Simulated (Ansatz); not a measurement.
# CH2I radical: a ladder of functionals and wavefunction methods

The task here is to estimate one member of a computed series from the others.

Computed with Ansatz 0.2.0, Gaussian basis. Level: functionals in def2-TZVPP, the program's frozen cores in correlated methods.

The runs, in order: LDA (SPW92), PBE-D4, revPBE-D4, BLYP-D4, r2SCAN-D4, B97M-V, PBE0-D4, B3LYP-D4, r2SCANh-D4, r2SCAN0-D4, HSE06-D4, BHLYP-D4, CAM-B3LYP-D4, LC-ωPBE, ωB97X-V, ωB97M-V, B2PLYP, PBE-QIDH; CCSD(T)/def2-SVP; CCSD(T)/def2-TZVPP; MP2/def2-QZVPP; extrapolation to the limit; RPA on PBE.

### The relaxed structure

The geometry comes from an earlier relaxation with PBE0-D4 in a triple-zeta def2 set; it is a stationary point. I takes the def2 core potential; no spin-orbit term is included.

4 atoms, charge 0, spin multiplicity 2.

Atoms are counted from 1 here; the program's logs count them from 0.

Bond lengths: C1–I2 2.029 Å, C1–H3 1.079 Å, C1–H4 1.079 Å. Angles: I2–C1–H3 118.4°, I2–C1–H4 118.4°, H3–C1–H4 123.2°.

Set-up of the first run:

in.yaml reads:

```yaml
crystal:
  periodic: [false, false, false]
  atoms:
    - {symbol: C, position_ang: [-0.070887, -0.169030, -0.183965]}
    - {symbol: I, position_ang: [0.615119, 1.076495, 1.262929]}
    - {symbol: H, position_ang: [-0.769355, 0.220911, -0.907423]}
    - {symbol: H, position_ang: [0.280624, -1.188677, -0.191842]}
basis:
  gaussian: {orbitals: def2-TZVPP}
magnetization: {spin_polarized: true, initial_magnetization: 1}
hamiltonian: {xc: lda}
output: {orbitals: {seedname: orbitals}}
```

Among the steps run: LDA; PBE-D4 (GGA); revPBE-D4 (GGA); BLYP-D4 (GGA); r2SCAN-D4 (meta-GGA); B97M-V (meta-GGA); PBE0-D4 (hybrid); B3LYP-D4 (hybrid); r2SCANh-D4 (hybrid); r2SCAN0-D4 (hybrid); HSE06-D4 (hybrid); BHLYP-D4 (hybrid); CAM-B3LYP-D4 (range-separated); LC-ωPBE-D4 (range-separated; the results give it without D4); ωB97X-V (range-separated); ωB97M-V (range-separated); B2PLYP (double hybrid); PBE-QIDH (double hybrid).

One of the session's tables, all rows but one given; the rest of the session is left out.

It belongs to the step «Orbital energies across the functionals». 

| functional | HOMO (eV) | LUMO (eV) | gap (eV) |
| --- | --- | --- | --- |
| LDA (SPW92) | -4.92 | -3.69 | 1.23 |
| PBE-D4 | -4.91 | -3.19 | 1.73 |
| revPBE-D4 | -4.88 | -3.06 | 1.83 |
| BLYP-D4 | -4.71 | -3.14 | 1.57 |
| r2SCAN-D4 | -5.35 | -2.54 | 2.81 |
| B97M-V | -5.17 | -2.85 | 2.32 |
| PBE0-D4 | -6.22 | -2.04 | 4.18 |
| B3LYP-D4 | -5.91 | -2.43 | 3.48 |
| r2SCANh-D4 | -5.82 | -2.15 | 3.67 |
| r2SCAN0-D4 | -6.51 | -1.57 | 4.94 |
| HSE06-D4 | ? | ? | ? |
| BHLYP-D4 | -7.29 | -0.94 | 6.35 |
| CAM-B3LYP-D4 | -7.48 | -1.02 | 6.46 |
| LC-ωPBE | -8.92 | 0.39 | 9.31 |
| ωB97X-V | -8.41 | -0.07 | 8.35 |
| ωB97M-V | -8.22 | -0.19 | 8.03 |

Estimate the missing values for HSE06-D4.

As computed: HOMO (eV): -5.82; LUMO (eV): -2.43; gap (eV): 3.39.
